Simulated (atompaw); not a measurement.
**Europium: generating and testing a PAW (atompaw) potential**

Task: generate the file, and judge it by its logarithmic derivatives, its ghosts and its cutoff.

Method: atompaw 4.2.0.5, PBEsol, scalar-relativistic.

## Step 1: Settings

The settings as typed:

| Property | Result |
| --- | --- |
| element | europium (Eu, Z = 63) |
| type | PAW |
| frozen core | [Kr] 4d10 5s2 |
| valence charge | 15 |
| reference configuration | 4f7 5p6 5d0 6s2 6p0 |
| partial waves | 6s (bound): rc 3.00 bohr; 6s channel at 0.95 Ry: rc 3.00 bohr; 5p (bound): rc 2.60 bohr; 6p (bound, empty): rc 3.00 bohr; 5d (bound, empty): rc 2.90 bohr; 5d channel at 1.7 Ry: rc 3.00 bohr; 4f (bound): rc 0.95 bohr; 4f channel at 0.3 Ry: rc 0.95 bohr |
| local potential | bessel scheme, radius 2.20 bohr |
| core correction | smooth core density matched at 2.55 bohr |
| augmentation charge | sinc compensation charge, radius 2.85 bohr; PAW radius 3.00 bohr; waves and projectors: custom rrkj gramschmidtortho |

An earlier all-electron run gives the scale for the radii.

All-electron outer shells of the reference configuration (PBEsol, scalar-relativistic, ld1.x):

```
shell  level (eV)  outermost node (bohr)  outermost maximum (bohr)
   4d     -134.71                   0.27                      0.57
   5s      -44.70                   0.67                      1.23
   5p      -23.79                   0.72                      1.41
   6s       -3.64                   1.67                      3.60
   4f       -2.76                      –                      0.60
   5d       -1.57                   0.82                      2.16
   6p       -1.18                   2.02                      4.86
```

## Step 2: Generation

Contents of Eu.input:

```
Eu 63
GGA-PBESOL scalarrelativistic loggrid 2001 logderivrange -4 5 226
6 6 5 4 0 0
6 1 0
5 2 0
4 3 7
0 0 0
c
c
c
c
c
v
c
c
c
v
v
c
c
v
v
3
3.00 2.85 2.20 2.55
y
0.95
n
n
y
1.7
n
y
0.3
n
custom rrkj gramschmidtortho sinc
bessel
3.00
3.00
2.60
3.00
2.90
3.00
0.95
0.95
PWSCFOUT
UPFDX 0.0125d0 UPFXMIN -7.d0 UPFZMESH 63.d0
END
```

Started as:

```bash
$ atompaw < Eu.input > Eu.log
```

Q: Predict the outcome of this session. Wanted: cutoffs for 10 and 1 mRy, occupied levels; bound ghosts; largest phase difference near zero energy, channels read; lowest eigenvalue of the overlap; share of valence orbitals outside the PAW sphere; UPF file.

As calculated:

| quantity | value |
| --- | --- |
| cutoffs for 10 and 1 mRy, occupied levels | 230 Ry and over 300 Ry |
| bound ghosts | s at -13.34 eV |
| largest phase difference near zero energy, channels read | 0.112 rad |
| lowest eigenvalue of the overlap (Bessel basis) | 0.096 (p) |
| share of valence orbitals outside the PAW sphere | 6s 80 %, 5p 3 %, 6p 95 %, 5d 49 %, 4f 1 % |
| UPF file | written |

What this shows: A bound ghost (s) makes it unfit for use: electrons can fall into a state that the atom doesn't have. It counts as very hard, with 230 Ry needed at the looser tolerance. The tighter tolerance needs over 300 Ry, and converged work needs a cutoff nearer that. The slowest occupied level is 4f: taken alone it needs 230 Ry to come within 1 mRy, against 12 Ry for 5p. Near zero energy the largest phase difference among the channels read is 0.11 rad, in the p channel. All of this concerns the isolated atom, not yet a solid.
